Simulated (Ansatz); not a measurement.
# Al3N: the cost of one run

Computed with Ansatz 0.2.0 (DFT PBE, scalar-relativistic, plane waves, PAW, unless a step's input says otherwise).

6 further runs of the same task are left out: 6 set aside as unsound or not needed. Runs told in other sessions of the task aren't counted.

## (1) The structure to begin with

It takes space group P3m1 (No. 156, trigonal). The conventional cell has a = 2.857 Å, b = 2.857 Å, c = 21.601 Å, α = 90.00°, β = 90.00°, γ = 120.00°. Around Al (site symmetry 3m) lie 9 Al at 2.83 to 2.86 Å. Al (site symmetry 3m) has 12 Al at 2.83 to 2.86 Å in its first shell of neighbours. Around Al (site symmetry 3m) lie 1 N at 1.66 Å. N (site symmetry 3m) has 1 Al at 1.66 Å in its first shell of neighbours.

As a file:

```cif
data_structure
_symmetry_space_group_name_H-M 'P 1'
_symmetry_Int_Tables_number 1
_cell_length_a 2.8568
_cell_length_b 2.8568
_cell_length_c 21.6014
_cell_angle_alpha 90.000
_cell_angle_beta 90.000
_cell_angle_gamma 120.000
_cell_volume 152.67
loop_
_atom_site_label
_atom_site_type_symbol
_atom_site_fract_x
_atom_site_fract_y
_atom_site_fract_z
_atom_site_occupancy
Al1 Al 0.66667 0.33333 0.18517 1
Al2 Al 0.33333 0.66667 0.29168 1
Al3 Al 0.00000 0.00000 0.39819 1
N1 N 0.00000 0.00000 0.47503 1
```

This is the geometry of the first run shown, built on a cell relaxed beforehand with the same method.

## (2) What is varied

Atoms count from 1 in the order of the input.

N is moved along a line over the surface and along the normal, above a rigid substrate.

First coordinate, position of N4 along the first surface vector, from above Al3: 6 values from 0.00 to 2.38 Å, periodic. Second coordinate, height of N4 above the plane of Al3: 7 values from 0.85 to 3.67 Å.

Nothing else is relaxed. Points are written as (first, second).

## (3) The run at (0.00 Å, 1.66 Å)

A dipole layer in the vacuum cancels the field that periodic copies would set up if the slab's two faces differ.

Contents of input.yaml:

```yaml
crystal:
  lattice:
    - [2.8567582919, 0.0, 0.0]
    - [-1.428379146, 2.4740252533, 0.0]
    - [0.0, 0.0, 21.6013781961]
  atoms:
    - { symbol: Al, position: [0.6666666667, 0.3333333333, 0.1851733701] }
    - { symbol: Al, position: [0.3333333333, 0.6666666667, 0.2916813827] }
    - { symbol: Al, position: [0.0, 0.0, 0.3981865471] }
    - { symbol: "N", position: [0.0, 0.0, 0.4750334957], spin: 3.0 }
basis:
  ecutwfc: 420
kpoints:
  mp_grid: { grid: [9, 9, 1] }
hamiltonian:
  xc: pbe
  pseudopotentials: { kind: paw, azcp: { folder: soft_1 } }
scf:
  occupations: { method: gaussian, width: 0.1 }
output:
  forces: true
  eigenvalues: true
  populations: true
magnetization:
  spin_polarized: true
efield:
  axis: 3
  dipole_correction: true
  ramp_width: 0.04
```

The run is started by

```bash
ansatz run input.yaml --threads 1 --pin off --max-ram 3072MiB --backend cpu --events-out ev --progress --plain --runs-dir out
```

Q: Estimate wall time and peak memory on 1 thread of Intel Xeon Platinum 8259CL at 2.50GHz (Skylake/Cascade Lake), shared host.

About 17 s, with a peak of 0.38 GiB.
